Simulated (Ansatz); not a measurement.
Task: harmonic frequencies at the relaxed geometry of C₂H₄B₂, SMILES BC1=CB1, with the Ansatz DFT code, driven from Python. Give the script and its output. Use (for the species named): Hartree-Fock, cc-pVDZ basis, multiplicity 1.

```json
{"atom": "B", "x (Å)": "-0.5278", "y (Å)": "1.4286", "z (Å)": "-0.1110"}
{"atom": "C", "x (Å)": "-0.0075", "y (Å)": "0.0259", "z (Å)": "0.0041"}
{"atom": "C", "x (Å)": "0.9541", "y (Å)": "-0.8401", "z (Å)": "0.4888"}
{"atom": "B", "x (Å)": "-0.0428", "y (Å)": "-1.4140", "z (Å)": "-0.3189"}
{"atom": "H", "x (Å)": "-0.0163", "y (Å)": "2.3698", "z (Å)": "0.3763"}
{"atom": "H", "x (Å)": "-1.5676", "y (Å)": "1.6794", "z (Å)": "-0.7376"}
{"atom": "H", "x (Å)": "1.9250", "y (Å)": "-0.9855", "z (Å)": "1.0755"}
{"atom": "H", "x (Å)": "-0.6249", "y (Å)": "-2.3212", "z (Å)": "-0.8330"}
```

`freq_c2h4b2.py`:
```python
# -*- coding: utf-8 -*-
"""Harmonic frequencies of C2H4B2 at its relaxed geometry."""

import itertools

import ansatz as az
from ase.data import atomic_numbers, covalent_radii
import numpy as np

system = (
    az.Crystal.molecule()
    .atom("B", (-0.5278, 1.4286, -0.111))
    .atom("C", (-0.0075, 0.0259, 0.0041))
    .atom("C", (0.9541, -0.8401, 0.4888))
    .atom("B", (-0.0428, -1.414, -0.3189))
    .atom("H", (-0.0163, 2.3698, 0.3763))
    .atom("H", (-1.5676, 1.6794, -0.7376))
    .atom("H", (1.925, -0.9855, 1.0755))
    .atom("H", (-0.6249, -2.3212, -0.833))
)

model = (
    system.calculation()
    .basis(gaussian="cc-pVDZ")
    .functional("HF")
)
symbols = [site.symbol for site in system.cartesian_sites]
start = np.array([site.position_ang for site in system.cartesian_sites], dtype=float)
report = model.relax(force_tolerance=0.003).run(threads=1).report
end = np.array(report["positions_ang"])

# pairs closer than 1.2 times the sum of covalent radii, before or after
radius = [covalent_radii[atomic_numbers[s]] for s in symbols]
span = lambda where, i, j: np.linalg.norm(where[i] - where[j])
bonded = [(i, j) for i, j in itertools.combinations(range(len(symbols)), 2) if min(span(start, i, j), span(end, i, j)) < 1.2 * (radius[i] + radius[j])]
print("pair        before    after (A)")
for i, j in bonded:
    print(f"{symbols[i]}{i}-{symbols[j]}{j}".ljust(10), f"{span(start, i, j):8.4f} {span(end, i, j):8.4f}")
for first, second in list(itertools.combinations(bonded, 2)):
    shared = set(first) & set(second)
    if shared and symbols[(j := shared.pop())] != "H":
        i, k = sorted((set(first) | set(second)) - {j})
        u, v = end[i] - end[j], end[k] - end[j]
        angle = np.degrees(np.arccos(np.clip(u @ v / np.linalg.norm(u) / np.linalg.norm(v), -1, 1)))
        print(f"final angle {symbols[i]}{i}-{symbols[j]}{j}-{symbols[k]}{k}: {angle:.2f} deg")

# frequencies need a stationary point, so they are taken at the relaxed geometry
minimum = az.Crystal.molecule()
for symbol, place in zip(symbols, end):
    minimum = minimum.atom(symbol, place.tolist())
vibrating = (
    minimum.calculation()
    .basis(gaussian="cc-pVDZ")
    .functional("HF")
    .phonons(temperatures=(200, 600, 100))
)
vib = vibrating.run(threads=1).report["vibrations"]
sums = vib["harmonic_sums"]
modes = [m["omega_inv_cm"] for m in sums["modes_at_gamma"] if m["rigid_motion"] == "no"]
print("frequencies (1/cm):", " ".join(f"{w:.0f}" for w in modes))
print("imaginary modes:", sum(w < 0 for w in modes), " zero-point energy:", round(sums["zero_point_energy_ev"], 4), "eV")
print("T (K)   F_vib (eV)   S_vib (meV/K)   C_vib (meV/K)")
for row in zip(sums["temperatures_k"], sums["vibrational_free_energy_ev"], vib["entropy_ev_per_k"], vib["heat_capacity_ev_per_k"]):
    print(f"{row[0]:6.1f} {row[1]:11.4f} {1000 * row[2]:13.4f} {1000 * row[3]:15.4f}")
```

```console
$ python freq_c2h4b2.py
pair        before    after (A)
B0-C1        1.5005   1.5242
B0-H4        1.1768   1.1976
B0-H5        1.2396   1.1976
C1-C2        1.3819   1.3578
C1-B3        1.4761   1.5028
C2-B3        1.4055   1.4437
C2-H6        1.1437   1.0792
B3-H7        1.1942   1.1823
final angle C1-B0-H4: 119.87 deg
final angle C1-B0-H5: 119.87 deg
final angle B0-C1-C2: 148.62 deg
final angle B0-C1-B3: 151.01 deg
final angle H4-B0-H5: 120.21 deg
final angle C2-C1-B3: 60.37 deg
final angle C1-C2-B3: 64.80 deg
final angle C1-C2-H6: 135.48 deg
final angle C1-B3-C2: 54.84 deg
final angle C1-B3-H7: 149.01 deg
final angle B3-C2-H6: 159.72 deg
final angle C2-B3-H7: 156.16 deg
frequencies (1/cm): 191 331 336 753 785 912 920 1004 1042 1063 1144 1277 1323 1733 2695 2772 2858 3393
imaginary modes: 0  zero-point energy: 1.5207 eV
T (K)   F_vib (eV)   S_vib (meV/K)   C_vib (meV/K)
 200.0      1.5122        0.1308          0.2255
 300.0      1.4932        0.2534          0.3948
 400.0      1.4611        0.3907          0.5643
 500.0      1.4149        0.5325          0.7076
 600.0      1.3546        0.6722          0.8238
```

The frequencies are harmonic and unscaled, in a modest basis. The result belongs to the one conformer reached from this start, and soft torsions count as harmonic oscillators. Finished in 110 s on 1 thread of Arm Neoverse N1 (shared host), peak memory 0.21 GiB.
